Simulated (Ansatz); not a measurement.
# Sn3Mo2: the cost of one run

Program: Ansatz 0.2.0. Level of theory: DFT PBE, scalar-relativistic, plane waves, PAW. These are calculated values, not measurements.

1 further run of the same task is left out (it didn't finish).

**1. Starting point**

The structure is cubic, space group Pm-3m (No. 221). The conventional cell has a = 4.963 Å, b = 4.963 Å, c = 4.963 Å, α = 90.00°, β = 90.00°, γ = 90.00°. Sn (site symmetry 4/mmm) is surrounded by 2 Mo at 2.48 Å. Mo (site symmetry m-3m) is surrounded by 12 Sn at 3.51 Å. Mo (site symmetry m-3m) has 6 Sn at 2.48 Å as nearest neighbours.

Coordinates:

```
Sn Mo
1.0
     4.96322    0.00000    0.00000
     0.00000    4.96322    0.00000
     0.00000    0.00000    4.96322
Sn Mo
3 2
Direct
  0.00000 0.50000 0.50000
  0.50000 0.00000 0.50000
  0.50000 0.50000 0.00000
  0.00000 0.00000 0.00000
  0.50000 0.50000 0.50000
```

Recipe of the guess: random cell by space group and Wyckoff sites (Pm-3m, No. 221). Its size is a rough estimate.

**2. A first look at the guess**

The input, input.yaml:

```yaml
crystal:
  lattice:
    - [4.96321971, 0.0, 0.0]
    - [0.0, 4.96321971, 0.0]
    - [0.0, 0.0, 4.96321971]
  atoms:
    - { symbol: Sn, position: [0.0, 0.5, 0.5] }
    - { symbol: Sn, position: [0.5, 0.0, 0.5] }
    - { symbol: Sn, position: [0.5, 0.5, 0.0] }
    - { symbol: Mo, position: [0.0, 0.0, 0.0] }
    - { symbol: Mo, position: [0.5, 0.5, 0.5] }
basis:
  ecutwfc: 420
kpoints:
  mp_grid: { grid: [4, 4, 4] }
hamiltonian:
  xc: pbe
scf:
  occupations: { method: gaussian, width: 0.1 }
  lower_state_search: "off"
output:
  forces: true
  stress: true
  eigenvalues: true
```

On the command line:

```sh
ansatz run input.yaml --threads 1 --pin off --max-ram 2560MiB --backend cpu --events-out ev --progress --plain --runs-dir out
```

What time and memory should one allow on 1 thread of Intel Xeon Platinum 8259CL at 2.50GHz (Skylake/Cascade Lake), shared host?

About 3.2 s, with a peak of 0.45 GiB.
